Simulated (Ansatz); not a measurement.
# C3H7ClO2Si: up Jacob's ladder to CCSD(T)

How much do the methods differ for C3H7ClO2Si? The plan is to run it at one geometry with functionals of several rungs and with coupled cluster, and see how far each lands from CCSD(T) at the basis-set limit for the atomisation energy.

Program: Ansatz 0.2.0, Gaussian basis. Level of theory: functionals in def2-TZVPP, the program's frozen cores in correlated methods. These are calculated values, not measurements.

The runs, in order: PBE-D4, r2SCAN-D4, PBE0-D4, B3LYP-D4, ωB97X-V, ωB97M-V, B2PLYP; CCSD(T)/def2-TZVPP; MP2/def2-QZVPP; extrapolation to the limit.

## Step 1: Structure used throughout

An earlier PBE0-D4 in a triple-zeta def2 set relaxation fixed the geometry.

14 atoms, charge 0, spin multiplicity 1.

Atoms are counted from 1 here; the program's logs count them from 0.

Bond lengths: C1–C2 1.329 Å, C1–H8 1.086 Å, C1–H9 1.086 Å, C2–Si3 1.840 Å, C2–H10 1.089 Å, Si3–O4 1.624 Å, Si3–Cl5 2.065 Å, Si3–O6 1.628 Å, O4–H11 0.959 Å, O6–C7 1.411 Å, C7–H12 1.095 Å, C7–H13 1.091 Å, C7–H14 1.094 Å. Angles: C2–C1–H8 121.6°, C2–C1–H9 121.9°, H8–C1–H9 116.5°, C1–C2–Si3 124.8°, C1–C2–H10 118.4°, Si3–C2–H10 116.7°, C2–Si3–O4 108.4°, C2–Si3–Cl5 109.1°, C2–Si3–O6 113.3°, O4–Si3–Cl5 111.1°, O4–Si3–O6 107.5°, Cl5–Si3–O6 107.5°, Si3–O4–H11 117.8°, Si3–O6–C7 125.3°, O6–C7–H12 111.3°, O6–C7–H13 108.0°, O6–C7–H14 111.0°, H12–C7–H13 108.7° and more.

## Step 2: PBE-D4 (GGA)

The input, in.yaml:

```yaml
crystal:
  periodic: [false, false, false]
  atoms:
    - {symbol: C, position_ang: [-1.789000, 1.306750, -0.858867]}
    - {symbol: C, position_ang: [-0.587894, 1.384284, -0.294378]}
    - {symbol: Si, position_ang: [0.090471, 0.165580, 0.906193]}
    - {symbol: O, position_ang: [0.611040, 0.971420, 2.216831]}
    - {symbol: Cl, position_ang: [-1.387709, -1.186981, 1.404613]}
    - {symbol: O, position_ang: [1.351677, -0.681933, 0.320949]}
    - {symbol: C, position_ang: [1.287504, -1.613842, -0.736776]}
    - {symbol: H, position_ang: [-2.481815, 0.507403, -0.614660]}
    - {symbol: H, position_ang: [-2.132478, 2.041155, -1.581637]}
    - {symbol: H, position_ang: [0.064076, 2.211295, -0.573122]}
    - {symbol: H, position_ang: [1.126058, 0.486372, 2.863990]}
    - {symbol: H, position_ang: [0.900059, -1.152391, -1.651042]}
    - {symbol: H, position_ang: [2.298222, -1.976076, -0.928284]}
    - {symbol: H, position_ang: [0.649776, -2.463036, -0.473820]}
basis:
  gaussian: {orbitals: def2-TZVPP}
hamiltonian: {xc: pbe, dispersion: d4}
output: {forces: true, orbitals: {seedname: orbitals}}
```

Started as:

```
$ ansatz run in.yaml --threads 2 --pin off --events-out ev --progress --plain --max-ram 32768MiB --backend cuda --devices 0, --max-vram 18GiB
```

Further steps of the session: r2SCAN-D4 (meta-GGA); PBE0-D4 (hybrid); B3LYP-D4 (hybrid); ωB97X-V (range-separated); ωB97M-V (range-separated); B2PLYP (double hybrid); CCSD(T) in def2-TZVPP; MP2 in def2-QZVPP.

Before running them: what should the planned runs give, taken together? Wanted: atomisation energy, CCSD(T)/CBS; farthest; mean size of error, hybrid; mean size of error, range-separated; gap, smallest and largest; T1 diagnostic; triples share of the correlation energy.

As calculated:

| quantity | value |
| --- | --- |
| atomisation energy, CCSD(T)/CBS | 5703.6 kJ/mol |
| functionals within 28.5 kJ/mol (0.5 %) | r2SCAN-D4, PBE0-D4, B3LYP-D4, ωB97X-V, ωB97M-V |
| farthest | PBE-D4 (+95.1 kJ/mol) |
| mean size of error, hybrid | 19.2 kJ/mol |
| mean size of error, range-separated | 7.3 kJ/mol |
| gap, smallest and largest | 5.15 eV (PBE-D4), 12.17 eV (ωB97X-V) |
| T1 diagnostic | 0.0111 |
| triples share of the correlation energy | 3.9 % |

PBE-D4 misses by +95.1 kJ/mol. Double hybrids carry the basis error of their MP2 part in triple zeta, and no dispersion term here, so their miss is partly the set-up's. The reference freezes the cores and leaves out relativity and excitations past (T), so misses under about 28.5 kJ/mol can't be ranked. Hartree-Fock recovers 73 % of the binding; the rest is correlation. The gap grows from 5.1 to 12.2 eV across the functionals, mostly with the share of exact exchange.
